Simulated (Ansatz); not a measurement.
# SiBr+ (triplet): from Hartree-Fock to the top rungs, cc-pVDZ

How much of the correlation energy of SiBr+ (triplet) does each wave-function method recover here?

Program: Ansatz 0.2.0, Gaussian basis. Level of theory: cc-pVDZ, core rule «outside noble gas», up to 19 orbitals frozen. These are calculated values, not measurements.

Plan: UHF; CCSD(T) on ROHF; CCSD(T) on UHF; BCCD(T) on ROHF; CISD as a restricted active space (open shells left free, so some higher excitations enter); CCSDT(Q) on ROHF; CCSDT(Q) on UHF; CASSCF and MRCISD+Q, 10 electrons in 8 orbitals; CASSCF and NEVPT2, 10 electrons in 8 orbitals.

11 further runs of the same task are left out: 2 for a known fault of the program, 3 that didn't finish, 6 set aside as unsound or not needed. Runs told in other sessions of the task aren't counted.

### Step 1. What is computed

The geometry is a PBE0/def2-TZVP stationary point (not a proven minimum). No spin-orbit coupling is included. The filled d shell of Br may be among the frozen orbitals whatever the setting's name suggests.

2 atoms, charge 1, spin multiplicity 3.

Atoms are counted from 1 here; the program's logs count them from 0.

Bond lengths: Si1–Br2 2.144 Å.

### Step 2. UHF

in.yaml reads:

```yaml
crystal:
  periodic: [false, false, false]
  atoms:
    - {symbol: Si, position_ang: [0.000000, 0.000000, 0.000000]}
    - {symbol: Br, position_ang: [0.000000, 0.000000, 2.143900]}
basis:
  gaussian: {orbitals: cc-pVDZ}
total_charge: 1
magnetization: {spin_polarized: true, initial_magnetization: 2}
hamiltonian: {xc: hf}
output: {orbitals: {seedname: orbitals}}
```

On the command line:

```sh
$ ansatz run in.yaml --threads 1 --pin off --events-out ev --progress --plain --max-ram 2393MiB
```

Further steps of the session: CCSD(T) on ROHF; CCSD(T) on UHF; BCCD(T) on ROHF; CISD as a restricted active space (open shells left free, so some higher excitations enter); CCSDT(Q) on ROHF; CCSDT(Q) on UHF; CASSCF and MRCISD+Q, 10 electrons in 8 orbitals; CASSCF and NEVPT2, 10 electrons in 8 orbitals.

**Question.** What will the summary of the whole plan be? Wanted: UCCSDT(Q) from the RHF energy; RMP2 from UCCSDT(Q); UMP2 from UCCSDT(Q); RCCSD from UCCSDT(Q); RCCSD(T) from UCCSDT(Q); UCCSD(T) from UCCSDT(Q); RCCSDT(Q) from UCCSDT(Q); NEVPT2 valence from UCCSDT(Q); MRCISD+Q valence from UCCSDT(Q).

The runs gave:

```
                         quantity                                          value
    UCCSDT(Q) from the ROHF energy                                     -4.9671 eV
              RMP2 from UCCSDT(Q)                                     +794.3 meV
              UMP2 from UCCSDT(Q)                                     +781.0 meV
             RCCSD from UCCSDT(Q)                                     +211.3 meV
          RCCSD(T) from UCCSDT(Q)                                      +42.8 meV
          UCCSD(T) from UCCSDT(Q)                                      +42.9 meV
         RCCSDT(Q) from UCCSDT(Q)                                       +4.5 meV
    NEVPT2 valence from UCCSDT(Q)                                     +898.4 meV
  MRCISD+Q valence from UCCSDT(Q)                                      +47.2 meV
levels within 1 kcal/mol (43 meV)  RCCSD(T), UCCSD(T), RCCSDT, UCCSDT, RCCSDT(Q)
                    T1 diagnostic                                          0.036
   effectively unpaired electrons                                           2.02
```

In words: RCCSD(T) lands +42.8 meV from the yardstick (0.9 % of the correlation energy). One determinant dominates. Of the multireference levels listed MRCISD+Q valence comes nearest in total energy (+47.2 meV), which doesn't show that its space is the better one. These misses are within one basis, not against nature; the frozen cores of restricted and unrestricted runs differ, which can shift their rows.

With open shells the CI space here admits some higher excitations, so it is larger than plain CISD.
